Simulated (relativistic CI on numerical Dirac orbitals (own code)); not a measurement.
**Rh⁴⁺: 4s photoemission multiplets**

Wanted: the shape of the 4s photoemission spectrum of Rh⁴⁺ in 4 surroundings, from the same atomic integrals.

Method: Dirac-Coulomb-Breit CI, KLI orbitals optimised for each configuration, model QED (radiative potential, 1s self-energy scaled to tabulated hydrogen-like ionisation energies), valence Slater integrals scaled by 0.8, multiplet model of photoemission in the sudden approximation. Code: relativistic CI on numerical Dirac orbitals (own code) version 1.

### Step 1. What is computed

* ion: Rh⁴⁺ (Rh V)
* nuclear charge: 45
* electrons: 41
* configurations: [Kr] 4d5 → [Ar] 3d10 4s 4p6 4d5
* temperature: 300 K
* widths: Lorentz 2.8 eV, Gauss 0.6 eV
* surrounding 1: free ion
* surrounding 2: Oh, 10Dq = 7250 cm⁻¹
* surrounding 3: Oh, 10Dq = 20000 cm⁻¹
* surrounding 4: Oh, 10Dq = 32750 cm⁻¹

### Step 2. Surrounding 1: free ion

Settings, as recorded:

```ini
atom Rh  Z=45  charge=4  electrons=41
nucleus A=103  rms_radius_fm=4.4945
hamiltonian dirac-coulomb  breit=on  qed=on  c_scale=1
orbitals kli  potential=per-configuration
slater_scale 0.8
correlation none
mixing on
configurations
  [Kr] 4d5
  [Ar] 3d10 4s 4p6 4d5
end
photoemission 4s T=300 lorentz=2.8 gauss=0.6
crystal_field free
```

Main fields of the result record, rounded:

```text
status: converged
curve, one point in 2 above 2 % of the maximum [energy, intensity] [eV; 1/eV]:
  - [136.6, 0.002685]
  - [137.4, 0.003092]
  - [138.2, 0.003604]
  - [139, 0.00426]
  - [139.8, 0.00512]
  - [140.6, 0.00628]
  - [141.4, 0.007898]
  - [142.2, 0.01025]
  - [143, 0.01385]
  - [143.8, 0.01972]
  - [144.6, 0.03003]
  - [145.4, 0.0495]
  - [146.2, 0.08534]
  - [147, 0.126]
  - [147.8, 0.1168]
  - [148.6, 0.07372]
  - [149.4, 0.0441]
  - [150.2, 0.02903]
  - [151, 0.02165]
  - [151.8, 0.01838]
  - [152.6, 0.01766]
  - [153.4, 0.01911]
  - [154.2, 0.02377]
  - [155, 0.0343]
  - [155.8, 0.05557]
  - [156.6, 0.08549]
  - [157.4, 0.08916]
  - [158.2, 0.05996]
  - [159, 0.03559]
  - [159.8, 0.02214]
  - [160.6, 0.01477]
  - [161.4, 0.01049]
  - [162.2, 0.007851]
  - [163, 0.006119]
  - [163.8, 0.004921]
  - [164.6, 0.004056]
  - [165.4, 0.00341]
  - [166.2, 0.002913]
sticks, the strongest [energy, strength] [eV, share]:
  - [147.28, 0.5827]
  - [152.4, 0.0004364]
  - [152.42, 0.001539]
  - [153.02, 0.0007571]
  - [155.52, 0.0001789]
  - [156.15, 6.686e-05]
  - [157.07, 0.4092]
  - [158.75, 0.003705]
  - [159.26, 0.0001478]
  - [159.75, 0.001068]
centroid [eV]: 151.362
spread [eV]: 4.83145
peak [eV]: 147.4
ground_S: 2.48788
radial 4s 4d5 [Ha, bohr]: {"<r^1>(4s)": 0.95814, "<r^2>(4s)": 1.0358, "<r^4>(4s)": 1.5799, "<r^-3>(4d)": 9.3468, "<r^1>(4d)": 1.2478, "<r^2>(4d)": 1.8008, "<r^4>(4d)": 5.2773, "F2(4d,4d)": 0.37081, "F4(4d,4d)": 0.24638, "G2(4s,4d)": 0.37663, "zeta(4d)": 0.0078083}
```

It took 0.34 s on 1 thread, shared host.

### Step 3. Surrounding 2: Oh, 10Dq = 7250

The settings differ from step 2 so:

```diff
@@ -12,2 +12,2 @@
 photoemission 4s T=300 lorentz=2.8 gauss=0.6
-crystal_field free
+crystal_field Oh 10Dq=7250
```

Main fields:

```text
status: converged
curve, one point in 3 above 2 % of the maximum [energy, intensity] [eV; 1/eV]:
  - [136.6, 0.002684]
  - [137.8, 0.003332]
  - [139, 0.004259]
  - [140.2, 0.005652]
  - [141.4, 0.007894]
  - [142.6, 0.01184]
  - [143.8, 0.01971]
  - [145, 0.03816]
  - [146.2, 0.08529]
  - [147.4, 0.1296]
  - [148.6, 0.07371]
  - [149.8, 0.03533]
  - [151, 0.02183]
  - [152.2, 0.01774]
  - [153.4, 0.01912]
  - [154.6, 0.02812]
  - [155.8, 0.05569]
  - [157, 0.09275]
  - [158.2, 0.05997]
  - [159.4, 0.02774]
  - [160.6, 0.01472]
  - [161.8, 0.009]
  - [163, 0.006106]
  - [164.2, 0.004447]
  - [165.4, 0.003404]
  - [166.6, 0.002702]
sticks, the strongest [energy, strength] [eV, share]:
  - [147.28, 0.5823]
  - [157.04, 0.2252]
  - [157.05, 0.1594]
  - [157.32, 0.01693]
  - [157.99, 0.001557]
  - [158, 0.004717]
  - [158.13, 0.001645]
  - [158.14, 0.002077]
centroid [eV]: 151.361
spread [eV]: 4.82693
peak [eV]: 147.4
ground_S: 2.48517
```

It took 0.33 s on 1 thread, shared host.

### Step 4. Surrounding 3: Oh, 10Dq = 20000

The settings differ from step 3 so:

```diff
@@ -12,2 +12,2 @@
 photoemission 4s T=300 lorentz=2.8 gauss=0.6
-crystal_field Oh 10Dq=7250
+crystal_field Oh 10Dq=20000
```

Main fields:

```text
status: converged
curve, one point in 4 above 2 % of the maximum [energy, intensity] [eV; 1/eV]:
  - [136.2, 0.002146]
  - [137.8, 0.002757]
  - [139.4, 0.003686]
  - [141, 0.005216]
  - [142.6, 0.008048]
  - [144.2, 0.01435]
  - [145.8, 0.03275]
  - [147.4, 0.07034]
  - [149, 0.07398]
  - [150.6, 0.1042]
  - [152.2, 0.07026]
  - [153.8, 0.0518]
  - [155.4, 0.0497]
  - [157, 0.04792]
  - [158.6, 0.02425]
  - [160.2, 0.0109]
  - [161.8, 0.006262]
  - [163.4, 0.004158]
  - [165, 0.003004]
  - [166.6, 0.00229]
sticks, the strongest [energy, strength] [eV, share]:
  - [147.42, 0.2039]
  - [149.98, 0.0709]
  - [150.02, 0.1084]
  - [151.12, 0.07896]
  - [151.24, 0.1683]
  - [154.62, 0.06551]
  - [156.58, 0.07087]
  - [157.39, 0.06434]
centroid [eV]: 151.488
spread [eV]: 3.24287
peak [eV]: 150.6
ground_S: 1.53822
```

It took 0.33 s on 1 thread, shared host.

### Step 5. Surrounding 4: Oh, 10Dq = 32750

The settings differ from step 4 so:

```diff
@@ -12,2 +12,2 @@
 photoemission 4s T=300 lorentz=2.8 gauss=0.6
-crystal_field Oh 10Dq=20000
+crystal_field Oh 10Dq=32750
```

Main fields:

```text
status: converged
curve, one point in 3 above 2 % of the maximum [energy, intensity] [eV; 1/eV]:
  - [140.4, 0.003639]
  - [141.6, 0.004588]
  - [142.8, 0.005964]
  - [144, 0.008069]
  - [145.2, 0.01152]
  - [146.4, 0.01774]
  - [147.6, 0.03051]
  - [148.8, 0.06138]
  - [150, 0.1348]
  - [151.2, 0.1682]
  - [152.4, 0.1003]
  - [153.6, 0.07572]
  - [154.8, 0.06282]
  - [156, 0.03364]
  - [157.2, 0.01841]
  - [158.4, 0.01158]
  - [159.6, 0.007904]
  - [160.8, 0.00576]
  - [162, 0.004405]
sticks, the strongest [energy, strength] [eV, share]:
  - [150.3, 0.01467]
  - [150.31, 0.01381]
  - [150.73, 0.2163]
  - [150.84, 0.4763]
  - [151.65, 0.04246]
  - [151.69, 0.01878]
  - [154.26, 0.1733]
  - [154.62, 0.01745]
centroid [eV]: 151.618
spread [eV]: 1.47717
peak [eV]: 150.8
ground_S: 0.529617
```

It took 0.32 s on 1 thread, shared host.

### Step 6. The spectra side by side

| surrounding | ground S | centroid (eV) | spread (eV) | up to four highest peaks (% of the highest), eV |
| --- | --- | --- | --- | --- |
| 1: free | 2.49 | 151.36 | 4.83 | 147.4 (100), 157.0 (72) |
| 2: Oh | 2.49 | 151.36 | 4.83 | 147.4 (100), 157.0 (72) |
| 3: Oh | 1.54 | 151.49 | 3.24 | 147.8 (69), 150.6 (100), 154.6 (51), 156.6 (48) |
| 4: Oh | 0.53 | 151.62 | 1.48 | 150.8 (100) |

### Step 7. Results

| quantity | value |
| --- | --- |
| highest peak, first run | 147.4 eV |
| ground spin (effective S from ⟨S²⟩) | 0.53 to 2.49 |

In words: The ground spin changes between the runs (2.49 to 0.53), and the line shape with it. The position of the maximum differs by up to 3.4 eV between the surroundings, by shifts of peaks or by peaks exchanging rank. Energies are those of the free ion without screening by ligands; binding energies in solids differ by tens of eV. The exchange splitting of an s hole comes out too large without intra-shell correlation.
